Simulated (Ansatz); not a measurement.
**Rhodium, dhcp under r²SCAN: ground state and equation of state**

Aim: take rhodium in the dhcp structure, relax it, solve it on a dense k-mesh, then scale the cell to 7 volumes from 88 to 112 % of the relaxed one and try a fit of the equation of state. Spin polarisation is left out. The k-meshes are 13×13×4 for the relaxation; 18×18×5 for the dense run; 15×15×4 for the volumes.

Program: Ansatz 0.2.0. Level of theory: DFT r2SCAN, plane waves (500 eV) with PAW, scalar-relativistic; PBE-made PAW files. These are calculated values, not measurements.

**1. The system as given**

It takes space group P6_3/mmc (No. 194, hexagonal). The conventional cell has a = 2.689 Å, b = 2.689 Å, c = 8.783 Å, α = 90.00°, β = 90.00°, γ = 120.00°. Rh (site symmetry -3m) is surrounded by 12 Rh at 2.69 Å. Rh (site symmetry -6m2) has 12 Rh at 2.69 Å as nearest neighbours.

Structure file:

```
Rh
1.0
     2.68919    0.00000    0.00000
    -1.34460    2.32891    0.00000
     0.00000    0.00000    8.78291
Rh
4
Direct
  0.00000 0.00000 0.00000
  0.00000 0.00000 0.50000
  0.33333 0.66667 0.25000
  0.66667 0.33333 0.75000
```

**2. Relaxation of the cell**

File input.yaml:

```yaml
crystal:
  lattice:
    - [2.6891940459, 0.0, 0.0]
    - [-1.3445970229, 2.3289103594, 0.0]
    - [0.0, 0.0, 8.7829077538]
  atoms:
    - { symbol: Rh, position: [0.0, 0.0, 0.0] }
    - { symbol: Rh, position: [0.0, 0.0, 0.5] }
    - { symbol: Rh, position: [0.3333333333, 0.6666666667, 0.25] }
    - { symbol: Rh, position: [0.6666666667, 0.3333333333, 0.75] }
hamiltonian:
  xc: r2scan
  pseudopotentials:
    kind: paw
    azcp:
      Rh: "pseudopotentials/Rh.paw.azcp"
basis:
  ecutwfc: 500
  fft_grid_basis: typed
kpoints:
  mp_grid: { grid: [13, 13, 4], shift: [0, 0, 0] }
magnetization:
  spin_polarized: false
scf:
  occupations: { method: fermi_dirac, width: 0.1 }
relax:
  max_steps: 60
  f_tol: 0.01
  cell: {}
```

On the command line:

```
$ ansatz run input.yaml --threads 1 --pin off --max-ram 3584MiB --backend cpu --events-out ev --progress --plain --runs-dir out
```

After this run come: Dense single point; Volume × 0.88; Volume × 0.92; Volume × 0.96; Volume × 1.0; Volume × 1.04; Volume × 1.08; Volume × 1.12.

Q: Predict the outcome of this session. Wanted: space group; conventional cell; volume; shortest distance; gap on the mesh; relative to fcc; V₀, B₀, B₀′.

**Answer**, as computed:

```
                      quantity                                   value
space group (spins left aside)                      P6_3/mmc (No. 194)
             conventional cell  a = 2.690 Å, c = 8.779 Å (c/a = 3.263)
                        volume                          13.758 Å³/atom
             shortest distance                                 2.689 Å
               gap on the mesh            none (levels filled in part)
               relative to fcc                            +24 meV/atom
                   V₀, B₀, B₀′            13.733 Å³/atom, 281 GPa, 5.2
```

In words: The relaxation enlarged the cell by 0.0 % in volume. Against the reference form of rhodium (fcc, computed apart with the same settings) it stands 24 meV/atom higher. No gap shows: it is a metal or semimetal at this level. The fitted modulus is 281 GPa, among the stiffest elements; letting shape and positions relax at each volume could only lower it. The symmetry was held, so the structure may be unstable against distortions that break it.
